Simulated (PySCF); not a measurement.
# CdS⁻: changing the method

What do other methods print for CdS⁻?

Method: each script names its method and basis; program: PySCF 2.14.0.

4 further runs of the same task are left out: 1 for a known fault of the program, 3 that didn't finish.

## Step 1: Starting geometry

CdS⁻: 2 atoms, charge -1, spin multiplicity 2.

Bond lengths: Cd1–S2 2.311 Å.

## Step 2: Base script

File input.py:

```python
from pyscf import gto, scf, mp

mol = gto.M(
    atom='Cd 0 0 0; S 0 0 2.311',
    basis='sbkjc',
    ecp={'Cd': 'sbkjc', 'S': 'sbkjc'},
    charge=-1,
    spin=1,
    verbose=3,
)
mf = scf.UHF(mol)
mf.kernel()
mp.MP2(mf).kernel()
mf.dip_moment()
print('orbital energies (hartree):', [e[max(0, n-3):n+3].round(4) for e, n in zip(mf.mo_energy, mol.nelec)])
```

Run with:

```bash
python input.py
```

Its log is not repeated here.

It gives: E(SCF) = -175.928162 Eh, E(MP2) − E(SCF) = -0.23584 Eh, ⟨S²⟩ = 0.754.

The bond length is a typed value, not an optimised one. The dipole of an ion depends on the origin.

## Step 3: Population analysis

Edit 1 changes step after the SCF: mp2 → analyze.

File input.py:

```python
from pyscf import gto, scf

mol = gto.M(
    atom='Cd 0 0 0; S 0 0 2.311',
    basis='sbkjc',
    ecp={'Cd': 'sbkjc', 'S': 'sbkjc'},
    charge=-1,
    spin=1,
    verbose=3,
)
mf = scf.UHF(mol)
mf.kernel()
mf.mulliken_pop()
mf.dip_moment()
print('orbital energies (hartree):', [e[max(0, n-3):n+3].round(4) for e, n in zip(mf.mo_energy, mol.nelec)])
```

Run with:

```bash
python input.py
```

## Step 4: Bhandhlyp (UKS)

Edit 2 changes functional: none (Hartree–Fock) → bhandhlyp; SCF type: UHF → UKS; step after the SCF: mp2 → analyze.

Changes to input.py since step 2:

```diff
@@ -1,2 +1,2 @@
-from pyscf import gto, scf, mp
+from pyscf import gto, dft
 
@@ -10,5 +10,5 @@
 )
-mf = scf.UHF(mol)
+mf = dft.UKS(mol, xc='bhandhlyp')
 mf.kernel()
-mp.MP2(mf).kernel()
+mf.mulliken_pop()
 mf.dip_moment()
```

## Step 5: RHF

Edit 3 changes SCF type: UHF → RHF.

File input.py:

```python
from pyscf import gto, scf, mp

mol = gto.M(
    atom='Cd 0 0 0; S 0 0 2.311',
    basis='sbkjc',
    ecp={'Cd': 'sbkjc', 'S': 'sbkjc'},
    charge=-1,
    spin=1,
    verbose=3,
)
mf = scf.RHF(mol)
mf.kernel()
mp.MP2(mf).kernel()
mf.dip_moment()
print('orbital energies (hartree):', mf.mo_energy[..., max(0, mol.nelec[1]-3):mol.nelec[0]+3].round(4))
```

Before running it: what results should come out? Wanted: for each run, E(SCF); from base; after the SCF.

As calculated:

| run | E(SCF) (hartree) | from base (eV) | after the SCF |
| --- | --- | --- | --- |
| base | -175.928162 | 0 | MP2 correlation -6.418 eV |
| population analysis | -175.928162 | 0.0000 | n/a |
| bhandhlyp (UKS) | -176.924829 | not comparable | n/a |
| RHF | -175.956152 | -0.7617 | MP2 correlation -6.769 eV |

In words: Total energies of different functionals can't be compared with each other; differences within one functional can.
